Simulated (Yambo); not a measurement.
A run of Yambo 5.3.0 is set up as follows.

File optics0.in:

```
optics
chi
Chimod= "IP"
% BndsRnXd
 1 | 34 |
%
% LongDrXd
 1 | 0 | 0 |
%
% QpntsRXd
 1 | 1 |
%
% EnRngeXd
 0 | 20 | eV
%
% DmRngeXd
 0.1 | 0.1 | eV
%
ETStpsXd= 200
```

The input scf.in:

```
&CONTROL
  calculation = 'scf'
  prefix = 'pwscf'
  outdir = './tmp'
  pseudo_dir = './pseudo'
/
&SYSTEM
  ibrav = 0
  nat = 3
  ntyp = 2
  ecutwfc = 76
  nbnd = 15
  occupations = 'smearing'
  smearing = 'fd'
  degauss = 0.00367493
  force_symmorphic = .true.
/
&ELECTRONS
  conv_thr = 6d-10
  electron_maxstep = 120
  mixing_beta = 0.5
/
ATOMIC_SPECIES
Hf   178.4900 Hf.upf
B     10.8100 B.upf
CELL_PARAMETERS angstrom
   3.1400000000    0.0000000000    0.0000000000
  -1.5700000000    2.7193197679    0.0000000000
   0.0000000000    0.0000000000    3.4800000000
ATOMIC_POSITIONS crystal
Hf     0.0000000000    0.0000000000    0.0000000000
B      0.6666666667    0.3333333333    0.5000000000
B      0.3333333333    0.6666666667    0.5000000000
K_POINTS automatic
12 12 10 0 0 0
```

The input nscf.in:

```
&CONTROL
  calculation = 'nscf'
  prefix = 'pwscf'
  outdir = './tmp'
  pseudo_dir = './pseudo'
/
&SYSTEM
  ibrav = 0
  nat = 3
  ntyp = 2
  ecutwfc = 76
  nbnd = 39
  occupations = 'smearing'
  smearing = 'fd'
  degauss = 0.00367493
  force_symmorphic = .true.
/
&ELECTRONS
  conv_thr = 1d-08
  diago_full_acc = .true.
  diago_thr_init = 1d-06
/
ATOMIC_SPECIES
Hf   178.4900 Hf.upf
B     10.8100 B.upf
CELL_PARAMETERS angstrom
   3.1400000000    0.0000000000    0.0000000000
  -1.5700000000    2.7193197679    0.0000000000
   0.0000000000    0.0000000000    3.4800000000
ATOMIC_POSITIONS crystal
Hf     0.0000000000    0.0000000000    0.0000000000
B      0.6666666667    0.3333333333    0.5000000000
B      0.3333333333    0.6666666667    0.5000000000
K_POINTS automatic
12 12 10 0 0 0
```

Potentials or basis: PseudoDojo 0.4.1 SR PBEsol standard.

Run with:

```sh
$ OMP_NUM_THREADS=1 pw.x -in scf.in > scf.out
$ OMP_NUM_THREADS=1 pw.x -in nscf.in > nscf.out
$ cd tmp/pwscf.save; p2y; mv SAVE ../..; cd ../..
$ OMP_NUM_THREADS=1 yambo
$ OMP_NUM_THREADS=1 yambo -F optics0.in -J optics0 -C optics0_out
```

(1) What does it give for the band gap on the k mesh, mean-field level?

Results:

(1) none (metal or under the smearing width).

Caveat: the ground state has no gap, which makes the many-body step unreliable.
